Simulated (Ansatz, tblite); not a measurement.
# Si(vinyl)3(NiPr2) (C12H23NSi): rung by rung

The task here is to estimate one member of a computed series from the others.

Program: Ansatz 0.2.0, Gaussian basis. Level of theory: as each input shows. These are calculated values, not measurements.

The runs, in order: GFN1-xTB, GFN2-xTB, PBE-D4/def2-TZVP, r2SCAN-D4/def2-TZVP, ωB97X-V/def2-TZVP, HSE06-D4/def2-TZVP, B97M-V/def2-TZVP, PBE+5HF/def2-SVP, PBE+10HF/def2-SVP, PBE+15HF/def2-SVP, PBE+35HF/def2-SVP, PBE+50HF/def2-SVP, PBE-D4/def2-SVP, PBE0-D4/def2-SVP, HF/STO-3G, HF/6-31G, B3LYP-D4/6-31G, CCSD(T)/def2-SVP, MP2/def2-TZVP, RPA/def2-TZVP.

### The geometry

The geometry is that of the singlet, from an earlier relaxation (r2SCAN-D4/def2-SVP).

37 atoms, charge 0, spin multiplicity 1.

Bond lengths: Si1–C2 1.880 Å, Si1–C7 1.879 Å, Si1–C12 1.883 Å, Si1–N17 1.751 Å, C2–C3 1.343 Å, C2–H4 1.100 Å, C3–H5 1.097 Å, C3–H6 1.098 Å, C7–C8 1.343 Å, C7–H9 1.102 Å, C8–H10 1.098 Å, C8–H11 1.098 Å, C12–C13 1.343 Å, C12–H14 1.102 Å, C13–H15 1.098 Å, C13–H16 1.098 Å, N17–C18 1.471 Å, N17–C21 1.470 Å and more. Angles: C2–Si1–C7 108.9°, C2–Si1–C12 107.9°, C2–Si1–N17 112.5°, C7–Si1–C12 108.1°, C7–Si1–N17 107.4°, C12–Si1–N17 112.1°, Si1–C2–C3 123.0°, Si1–C2–H4 119.9°, C3–C2–H4 117.0°, C2–C3–H5 121.7°, C2–C3–H6 122.1°, H5–C3–H6 116.2°, Si1–C7–C8 124.1°, Si1–C7–H9 118.0°, C8–C7–H9 117.8°, C7–C8–H10 121.3°, C7–C8–H11 122.4°, H10–C8–H11 116.2° and more.

PBE0-D4/def2-TZVP was run before; its log isn't repeated, and its numbers join the tables.

Set-up of the first run:

Tight binding, by tblite at 300 K electronic temperature and without a spin-polarisation term:

```python
tblite.interface.Calculator('GFN1-xTB', numbers, positions, charge=0, uhf=0).singlepoint()
```

Tight binding, by tblite at 300 K electronic temperature and without a spin-polarisation term:

```python
tblite.interface.Calculator('GFN2-xTB', numbers, positions, charge=0, uhf=0).singlepoint()
```

start.molden holds the orbitals of an earlier run on this state, given as this run's starting guess.

Input file in.yaml:

```yaml
crystal:
  periodic: [false, false, false]
  atoms:
    - {symbol: Si, position_ang: [0.616459, 0.800895, 0.285263]}
    - {symbol: C, position_ang: [0.340916, 1.223592, 2.095847]}
    - {symbol: C, position_ang: [1.348270, 1.427053, 2.960617]}
    - {symbol: H, position_ang: [-0.681073, 1.365043, 2.477037]}
    - {symbol: H, position_ang: [2.397785, 1.326053, 2.656879]}
    - {symbol: H, position_ang: [1.171459, 1.712062, 4.005674]}
    - {symbol: C, position_ang: [2.447697, 0.487190, 0.007019]}
    - {symbol: C, position_ang: [3.293067, 1.383151, -0.527636]}
    - {symbol: H, position_ang: [2.860592, -0.482603, 0.327217]}
    - {symbol: H, position_ang: [2.943081, 2.367801, -0.864310]}
    - {symbol: H, position_ang: [4.364026, 1.179266, -0.654686]}
    - {symbol: C, position_ang: [0.118535, 2.299676, -0.739941]}
    - {symbol: C, position_ang: [-0.205781, 3.500606, -0.233238]}
    - {symbol: H, position_ang: [0.071311, 2.182808, -1.834603]}
    - {symbol: H, position_ang: [-0.175615, 3.693493, 0.847078]}
    - {symbol: H, position_ang: [-0.508493, 4.345285, -0.865737]}
    - {symbol: N, position_ang: [-0.242742, -0.645332, -0.202208]}
    - {symbol: C, position_ang: [0.176602, -1.283411, -1.459960]}
    - {symbol: C, position_ang: [0.504505, -2.767789, -1.270319]}
    - {symbol: C, position_ang: [-0.817480, -1.066856, -2.607856]}
    - {symbol: C, position_ang: [-1.510268, -1.113260, 0.376547]}
    - {symbol: C, position_ang: [-1.315395, -1.749774, 1.755497]}
    - {symbol: C, position_ang: [-2.590359, -0.026733, 0.389938]}
    - {symbol: H, position_ang: [1.119431, -0.785145, -1.755965]}
    - {symbol: H, position_ang: [-0.388076, -3.344535, -0.975104]}
    - {symbol: H, position_ang: [0.886979, -3.208735, -2.205273]}
    - {symbol: H, position_ang: [1.266329, -2.896918, -0.485801]}
    - {symbol: H, position_ang: [-1.783868, -1.559040, -2.407912]}
    - {symbol: H, position_ang: [-1.010544, 0.006532, -2.760825]}
    - {symbol: H, position_ang: [-0.425538, -1.485331, -3.549182]}
    - {symbol: H, position_ang: [-1.881271, -1.913099, -0.289177]}
    - {symbol: H, position_ang: [-0.946084, -1.013897, 2.486741]}
    - {symbol: H, position_ang: [-0.575216, -2.562877, 1.700681]}
    - {symbol: H, position_ang: [-2.262865, -2.164943, 2.137826]}
    - {symbol: H, position_ang: [-3.548028, -0.423571, 0.765209]}
    - {symbol: H, position_ang: [-2.306803, 0.819126, 1.037281]}
    - {symbol: H, position_ang: [-2.751531, 0.374203, -0.622620]}
basis:
  gaussian: {orbitals: def2-TZVP, fitting: {mean_field: def2-universal-jkfit}, initial_orbitals: start.molden}
hamiltonian: {xc: pbe, dispersion: d4}
scf: {omitted_lower_state_checks: [starts]}
output: {orbitals: {seedname: orbitals}}
```

The run is started by

```console
$ ansatz run in.yaml --threads 2 --pin off --events-out ev --progress --plain --max-ram 32768MiB --backend cuda --devices 0, --max-vram 18GiB
```

Steps of the session up to this table: PBE-D4/def2-TZVP; r2SCAN-D4/def2-TZVP; ωB97X-V/def2-TZVP; HSE06-D4/def2-TZVP; B97M-V/def2-TZVP; PBE+5HF/def2-SVP; PBE+10HF/def2-SVP; PBE+15HF/def2-SVP; PBE+35HF/def2-SVP; PBE+50HF/def2-SVP; PBE-D4/def2-SVP; PBE0-D4/def2-SVP; HF/STO-3G; HF/6-31G; B3LYP-D4/6-31G; CCSD(T)/def2-SVP; MP2/def2-TZVP; RPA/def2-TZVP.

One of the session's tables, all rows but one given; the rest of the session is left out.

It belongs to the step «Binding energy». 

```
             method  binding an atom (eV)
          HF/STO-3G                 3.865
           HF/6-31G                 2.993
        HF/def2-SVP                 3.211
       HF/def2-TZVP                 3.153
    PBE-D4/def2-SVP                 4.372
   PBE-D4/def2-TZVP                     ?
r2SCAN-D4/def2-TZVP                 4.250
   B97M-V/def2-TZVP                 4.242
     B3LYP-D4/6-31G                 4.160
   PBE0-D4/def2-SVP                 4.317
  PBE0-D4/def2-TZVP                 4.276
 HSE06-D4/def2-TZVP                 4.278
  ωB97X-V/def2-TZVP                 4.249
       MP2/def2-SVP                 4.110
      MP2/def2-TZVP                 4.153
      CCSD/def2-SVP                 4.033
   CCSD(T)/def2-SVP                 4.078
```

**Question.** Estimate the row for PBE-D4/def2-TZVP.

**Answer.** binding an atom (eV): 4.335. In the column «binding an atom (eV)» it lies between PBE0-D4/def2-SVP (4.317) and PBE-D4/def2-SVP (4.372).

Limits of these values: Free atoms were run apart at each level; binding is atoms less cluster, divided by the number of atoms, without zero-point or spin-orbit terms.
